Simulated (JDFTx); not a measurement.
# Au (P6_3/mmc) in JDFTx: reference runs

Reference runs on Au: the cell as given and a disturbed copy.

Program: JDFTx 1.7.0 (patched build). These are calculated values, not measurements. Logs are shortened: lines on timing, memory, paths and dates and some standing lists are left out, and cuts for length are marked. The log counts tension as positive stress, the text compression.

## (1) The structure

It takes space group P6_3/mmc (No. 194, hexagonal). Conventional cell: a = 2.900 Å, b = 2.900 Å, c = 4.880 Å, α = 90.00°, β = 90.00°, γ = 120.00°. Around Au (site symmetry -6m2) lie 12 Au at 2.90 to 2.96 Å.

This isn't the form of Au at room conditions, which is fcc.

## (2) Single point, PBEsol

Au.in

```
lattice \
    5.4802057614    -2.7401028807     0.0000000000 \
    0.0000000000     4.7459974074     0.0000000000 \
    0.0000000000     0.0000000000     9.2218634882
coords-type Lattice
ion Au     0.6666666667     0.3333333333     0.2500000000 1
ion Au     0.3333333333     0.6666666667     0.7500000000 1

ion-species pseudo/Au.upf
elec-cutoff 38 304
elec-ex-corr gga-PBEsol
kpoint-folding 11 11 6
elec-smearing Fermi 0.0018374661
elec-n-bands 26
electronic-SCF nIterations 100 energyDiffThreshold 1e-09
electronic-minimize nIterations 30 energyDiffThreshold 1e-7
converge-empty-states yes
forces-output-coords Cartesian

dump-name run.$VAR
dump End Ecomponents EigStats BandEigs Kpoints Forces Stress ElecDensity Dtot KEdensity
```

Potentials or basis: PseudoDojo-SR-PBEsol-0.4.1-standard with smoothed tails.

The run is started by

```console
$ jdftx -c 1 -i Au.in -o Au.out
```

Standard output:

```text
*************** JDFTx 1.7.0 (patched build) ***************

Input parsed successfully to the following command list (including defaults):
[... the input with its defaults ...]

---------- Setting up symmetries ----------

Found 24 point-group symmetries of the bravais lattice
Found 24 space-group symmetries with basis
Applied RMS atom displacement 3.164e-10 bohrs to make symmetries exact.

---------- Initializing the Grid ----------
R =
[      5.48021      -2.7401            0  ]
[            0        4.746            0  ]
[            0            0      9.22186  ]
unit cell volume = 239.852
G =
[    1.14652   0.661946         -0  ]
[          0    1.32389          0  ]
[          0         -0   0.681336  ]
Minimum fftbox size, Smin = [  44  44  76  ]
Chosen fftbox size, S = [  48  48  80  ]

---------- Initializing tighter grid for wavefunction operations ----------
R =
[      5.48021      -2.7401            0  ]
[            0        4.746            0  ]
[            0            0      9.22186  ]
unit cell volume = 239.852
G =
[    1.14652   0.661946         -0  ]
[          0    1.32389          0  ]
[          0         -0   0.681336  ]
Minimum fftbox size, Smin = [  32  32  52  ]
Chosen fftbox size, S = [  32  32  54  ]

---------- Exchange Correlation functional ----------
Initalized PBEsol GGA exchange.
Initalized PBEsol GGA correlation.

---------- Setting up pseudopotentials ----------
Width of ionic core gaussian charges (only for fluid interactions / plotting) set to 0

Reading pseudopotential file 'pseudo/Au.upf':
  'Au' pseudopotential, 'PBESOL' functional
  Generated using ONCVPSP code by D. R. Hamann
  19 valence electrons, 4 orbitals, 7 projectors, 1001 radial grid points, with lMax = 3
    5S    l: 0   occupation:  2.0   eigenvalue: -3.985004
    5P    l: 1   occupation:  6.0   eigenvalue: -2.197789
    5D    l: 2   occupation: 10.0   eigenvalue: -0.253637
    6S    l: 0   occupation:  1.0   eigenvalue: -0.213166
  Core radius for overlap checks: 1.57 bohrs.

Initialized 1 species with 2 total atoms.

Folded 1 k-points by 11x11x6 to 726 k-points.

---------- Setting up k-points, bands, fillings ----------
Reduced to 64 k-points under symmetry.
Computing the number of bands and number of electrons
Calculating initial fillings.
nElectrons:  38.000000   nBands: 26   nStates: 64

----- Setting up reduced wavefunction bases (one per k-point) -----
average nbasis = 2683.657 , ideal nbasis = 2683.567

---------- Setting up ewald sum ----------
Optimum gaussian width for ewald sums = 2.208273 bohr.
Real space sum over 1521 unit cells with max indices [  6  6  4  ]
Reciprocal space sum over 2057 terms with max indices [  5  5  8  ]

---------- Allocating electronic variables ----------
Initializing wave functions:  linear combination of atomic orbitals
Note: number of bands (26) exceeds available atomic orbitals (20)
Au pseudo-atom occupations:   s ( 2 1 )  p ( 6 )  d ( 10 )
	FillingsUpdate:  mu: +0.715412163  nElectrons: 38.000000
LCAOMinimize: Iter:   0  F: -275.8661861421167600  |grad|_K:  8.563e-04  alpha:  1.000e+00
	FillingsUpdate:  mu: +0.727596230  nElectrons: 38.000000
LCAOMinimize: Iter:   1  F: -275.8753022921438856  |grad|_K:  1.051e-05  alpha:  5.950e-01  linmin:  3.560e-01  cgtest: -7.194e-01
	FillingsUpdate:  mu: +0.727590777  nElectrons: 38.000000
[... 4 lines of inner loops ...]
	FillingsUpdate:  mu: +0.727480482  nElectrons: 38.000000
LCAOMinimize: Iter:   4  F: -275.8753041219995907  |grad|_K:  7.107e-09  alpha:  8.646e-01  linmin: -5.639e-02  cgtest:  1.534e-01
LCAOMinimize: Encountered beta<0, resetting CG.
LCAOMinimize: Converged (|Delta F|<1.000000e-06 for 2 iters).

-------- Electronic minimization -----------
Will mix electronic density at each iteration.
	FillingsUpdate:  mu: +0.727480482  nElectrons: 38.000000
	FillingsUpdate:  mu: +0.711962624  nElectrons: 38.000000
SCF: Cycle:  0   F: -275.921969451845086   dF: -4.667e-02   |Residual|: 3.099e-02   |deigs|: 9.271e-02
	FillingsUpdate:  mu: +0.710377098  nElectrons: 38.000000
SCF: Cycle:  1   F: -275.922522369964156   dF: -5.529e-04   |Residual|: 1.632e-02   |deigs|: 5.430e-03
	FillingsUpdate:  mu: +0.709674715  nElectrons: 38.000000
SCF: Cycle:  2   F: -275.922549204075494   dF: -2.683e-05   |Residual|: 1.995e-03   |deigs|: 9.302e-04
	FillingsUpdate:  mu: +0.709616336  nElectrons: 38.000000
SCF: Cycle:  3   F: -275.922550918682418   dF: -1.715e-06   |Residual|: 1.113e-03   |deigs|: 2.106e-04
	FillingsUpdate:  mu: +0.709613096  nElectrons: 38.000000
SCF: Cycle:  4   F: -275.922551186718522   dF: -2.680e-07   |Residual|: 8.957e-05   |deigs|: 1.214e-04
	FillingsUpdate:  mu: +0.709611967  nElectrons: 38.000000
SCF: Cycle:  5   F: -275.922551241217093   dF: -5.450e-08   |Residual|: 3.813e-05   |deigs|: 8.971e-05
	FillingsUpdate:  mu: +0.709614040  nElectrons: 38.000000
SCF: Cycle:  6   F: -275.922551255164365   dF: -1.395e-08   |Residual|: 1.302e-05   |deigs|: 7.505e-05
	FillingsUpdate:  mu: +0.709613283  nElectrons: 38.000000
SCF: Cycle:  7   F: -275.922551259302679   dF: -4.138e-09   |Residual|: 7.316e-06   |deigs|: 7.055e-05
	FillingsUpdate:  mu: +0.709613418  nElectrons: 38.000000
SCF: Cycle:  8   F: -275.922551260675732   dF: -1.373e-09   |Residual|: 3.836e-06   |deigs|: 6.528e-05
	FillingsUpdate:  mu: +0.709613569  nElectrons: 38.000000
SCF: Cycle:  9   F: -275.922551261202727   dF: -5.270e-10   |Residual|: 1.705e-06   |deigs|: 2.793e-04
	FillingsUpdate:  mu: +0.709613579  nElectrons: 38.000000
SCF: Cycle: 10   F: -275.922551261424985   dF: -2.223e-10   |Residual|: 1.932e-06   |deigs|: 1.728e-04
SCF: Converged (|Delta E|<1.000000e-09 for 2 iters).

Setting wave functions to eigenvectors of Hamiltonian
Converging empty states (this may take a while): |deigs|: 3.808e-04

# Stress tensor in Cartesian coordinates [Eh/a0^3]:
[  0.000226295            0            0  ]
[            0  0.000226295            0  ]
[            0            0  0.000241692  ]

# Ionic positions in lattice coordinates:
ion Au   0.666666666666667   0.333333333333333   0.250000000000000 1
ion Au   0.333333333333333   0.666666666666667   0.750000000000000 1

# Forces in Cartesian coordinates:
force Au  -0.000000000000000   0.000000000000000  -0.000000000000000 1
force Au  -0.000000000000000   0.000000000000000  -0.000000000000000 1

# Energy components:
   Eewald =     -211.4012947014037138
       EH =       53.6486445773104066
     Eloc =     -176.6257637309575159
      Enl =        4.7842738116562478
      Exc =      -50.2273322081862403
 Exc_core =       18.9203895561940953
       KE =       84.9788473446644730
-------------------------------------
     Etot =     -275.9222353507221897
       TS =        0.0003159107027695
-------------------------------------
        F =     -275.9225512614249851

IonicMinimize: Iter:   0  F: -275.922551261424985  |grad|_K:        nan
IonicMinimize: None of the convergence criteria satisfied after 0 iterations.

#--- Lowdin population analysis ---
# oxidation-state Au +0.156 +0.156

Dumping 'run.eigStats' ...
	eMin: -3.165741 at state 0 ( [ +0.000000 +0.000000 +0.000000 ] spin 0 )
	HOMO: +0.709132 at state 46 ( [ +0.181818 +0.181818 +0.333333 ] spin 0 )
	mu  : +0.709613
	LUMO: +0.710447 at state 51 ( [ +0.181818 +0.272727 +0.500000 ] spin 0 )
	eMax: +1.382546 at state 3 ( [ +0.000000 +0.000000 +0.500000 ] spin 0 )
	HOMO-LUMO gap: +0.001315
	Optical gap  : +0.067767 at state 23 ( [ +0.000000 +0.454545 +0.500000 ] spin 0 )
Done!
```

It took 1.8 min on 1 thread of Arm Neoverse V2, shared host; peak memory 0.25 GiB.

What came out:

| Quantity | Value |
| --- | --- |
| Free energy | -7508.2351 eV |
| Pressure | -6.8 GPa |
| Band gap on the k mesh | none (metal or under the smearing width) |

Levels at points of the mesh, in eV from the Fermi level:
| k point | band 15 | band 16 | band 17 | band 18 | band 19 | band 20 | band 21 | band 22 | band 23 | band 24 |
| --- | --- | --- | --- | --- | --- | --- | --- | --- | --- | --- |
| (0.00, 0.00, 0.00) | -4.01 | -3.35 | -3.35 | -2.08 | -2.08 | -1.00 | 2.48 | 14.57 | 15.59 | 16.66 |
| (0.00, 0.00, 0.50) | -4.34 | -4.34 | -2.51 | -2.51 | -2.51 | -2.51 | 10.30 | 10.30 | 14.85 | 14.85 |

The run has no spin-orbit coupling, so splittings on Au are missing.

## (3) Single point, PBEsol (atoms moved at random, drawn with an rms of 0.05 Å)

Au.in, as its differences from that of step 2:

```diff
@@ -5,4 +5,4 @@
 coords-type Lattice
-ion Au     0.6666666667     0.3333333333     0.2500000000 1
-ion Au     0.3333333333     0.6666666667     0.7500000000 1
+ion Au     0.6881910000     0.3520320000     0.2512180000 1
+ion Au     0.3221800000     0.6632650000     0.7544700000 1
 
@@ -20,2 +20,2 @@
 dump-name run.$VAR
-dump End Ecomponents EigStats BandEigs Kpoints Forces Stress ElecDensity Dtot KEdensity
+dump End Ecomponents EigStats BandEigs Kpoints Forces Stress
```

Potentials or basis: PseudoDojo-SR-PBEsol-0.4.1-standard with smoothed tails.

The run is started by

```console
$ jdftx -c 1 -i Au.in -o Au.out
```

It took 9.5 min on 1 thread of Arm Neoverse V2, shared host; peak memory 1.2 GiB.

The run converged. Its results:

```yaml
Free_energy: -7508.2336 eV
Pressure: -6.8 GPa
Largest_force: 0.086 eV/Å
Band_gap_on_the_k_mesh: none (metal or under the smearing width)
```

Forces in eV/Å, atoms in the order of the input:
```
Au  -0.021 -0.012  0.083
Au   0.021  0.012 -0.083
```

Stress tensor (GPa, compression positive):
```
-6.56  0.17 -0.07
 0.17 -6.78 -0.05
-0.07 -0.05 -6.96
```

Levels at points of the mesh, in eV from the Fermi level:
| k point | band 15 | band 16 | band 17 | band 18 | band 19 | band 20 | band 21 | band 22 | band 23 | band 24 |
| --- | --- | --- | --- | --- | --- | --- | --- | --- | --- | --- |
| (0.00, 0.00, 0.00) | -3.97 | -3.46 | -3.22 | -2.20 | -1.96 | -1.00 | 2.49 | 14.56 | 15.60 | 16.62 |
| (0.00, 0.00, 0.50) | -4.31 | -4.31 | -2.56 | -2.52 | -2.48 | -2.45 | 10.20 | 10.42 | 14.85 | 14.88 |

Spin-orbit coupling is left out, which matters for the levels of Au.
